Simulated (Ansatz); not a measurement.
**C₄H₉B: up Jacob's ladder to CCSD(T)**

How much do the methods differ for C₄H₉B? The plan is to run it at one geometry with functionals of several rungs and with coupled cluster. The yardstick is the atomisation energy at the CCSD(T) limit.

The runs use Ansatz 0.2.0, Gaussian basis; functionals in def2-TZVPP, the program's frozen cores in correlated methods.

The runs, in order: PBE-D4, r2SCAN-D4, PBE0-D4, B3LYP-D4, ωB97X-V, ωB97M-V, B2PLYP; CCSD(T)/def2-TZVPP; MP2/def2-QZVPP; extrapolation to the limit.

### Step 1. Structure used throughout

The geometry comes from an earlier relaxation with PBE0-D4 in a triple-zeta def2 set; it is a stationary point, not always the lowest conformer.

14 atoms, charge 0, spin multiplicity 1.

Atoms are counted from 1 here; the program's logs count them from 0.

Bond lengths: B1–C2 1.762 Å, B1–C3 1.727 Å, B1–C4 1.763 Å, B1–H6 1.195 Å, B1–H7 1.191 Å, C2–C3 1.410 Å, C2–H8 1.082 Å, C2–H9 1.083 Å, C3–C4 1.410 Å, C3–C5 1.495 Å, C4–H10 1.083 Å, C4–H11 1.082 Å, C5–H12 1.090 Å, C5–H13 1.094 Å, C5–H14 1.090 Å. Angles: C2–B1–C3 47.7°, C2–B1–C4 85.2°, C2–B1–H6 119.5°, C2–B1–H7 103.0°, C3–B1–C4 47.6°, C3–B1–H6 108.1°, C3–B1–H7 131.5°, C4–B1–H6 119.4°, C4–B1–H7 102.9°, H6–B1–H7 120.4°, B1–C2–C3 64.9°, B1–C2–H8 105.3°, B1–C2–H9 121.7°, C3–C2–H8 120.5°, C3–C2–H9 117.9°, H8–C2–H9 115.9°, B1–C3–C2 67.5°, B1–C3–C4 67.5° and more.

### Step 2. PBE-D4 (GGA)

The input, in.yaml:

```yaml
crystal:
  periodic: [false, false, false]
  atoms:
    - {symbol: B, position_ang: [-0.601839, -0.177272, 1.126524]}
    - {symbol: C, position_ang: [-1.127233, -0.636792, -0.491477]}
    - {symbol: C, position_ang: [0.201522, -0.173451, -0.401966]}
    - {symbol: C, position_ang: [0.982510, -0.758599, 0.615444]}
    - {symbol: C, position_ang: [0.570680, 1.164247, -0.958631]}
    - {symbol: H, position_ang: [-0.724065, 0.955897, 1.484086]}
    - {symbol: H, position_ang: [-1.006990, -1.070592, 1.802761]}
    - {symbol: H, position_ang: [-1.344398, -1.695132, -0.431283]}
    - {symbol: H, position_ang: [-1.835937, -0.039600, -1.051399]}
    - {symbol: H, position_ang: [1.895557, -0.255060, 0.907321]}
    - {symbol: H, position_ang: [0.959273, -1.827991, 0.778784]}
    - {symbol: H, position_ang: [1.265011, 1.692105, -0.304275]}
    - {symbol: H, position_ang: [1.063111, 1.007506, -1.922918]}
    - {symbol: H, position_ang: [-0.310002, 1.785533, -1.123971]}
basis:
  gaussian: {orbitals: def2-TZVPP}
hamiltonian: {xc: pbe, dispersion: d4}
output: {forces: true, orbitals: {seedname: orbitals}}
```

Run with:

```sh
$ ansatz run in.yaml --threads 4 --pin off --events-out ev --progress --plain --max-ram 10444MiB
```

The runs that follow: r2SCAN-D4 (meta-GGA); PBE0-D4 (hybrid); B3LYP-D4 (hybrid); ωB97X-V (range-separated); ωB97M-V (range-separated); B2PLYP (double hybrid); CCSD(T) in def2-TZVPP; MP2 in def2-QZVPP.

Before running them: what should the planned runs give, taken together? Wanted: atomisation energy, CCSD(T)/CBS; farthest; mean size of error, hybrid; mean size of error, range-separated; gap, smallest and largest; T1 diagnostic; triples share of the correlation energy.

**Answer**, as computed:

| quantity | value |
| --- | --- |
| atomisation energy, CCSD(T)/CBS | 57.530 eV |
| functionals within 0.288 eV (0.5 %) | B3LYP-D4, ωB97X-V |
| farthest | PBE-D4 (+1.507 eV) |
| mean size of error, hybrid | 0.529 eV |
| mean size of error, range-separated | 0.319 eV |
| gap, smallest and largest | 5.35 eV (PBE-D4), 11.78 eV (ωB97X-V) |
| T1 diagnostic | 0.0105 |
| triples share of the correlation energy | 4.3 % |

What this shows: PBE-D4 misses by +1.507 eV. Double hybrids carry the basis error of their MP2 part in triple zeta, and no dispersion term here, so their miss is partly the set-up's. Misses under about 0.288 eV are within the doubt on the reference itself, which lacks core-valence correlation, relativity and higher excitations. Hartree-Fock recovers 76 % of the binding; the rest is correlation. Orbital gaps span 5.4 to 11.8 eV; exact exchange widens them.
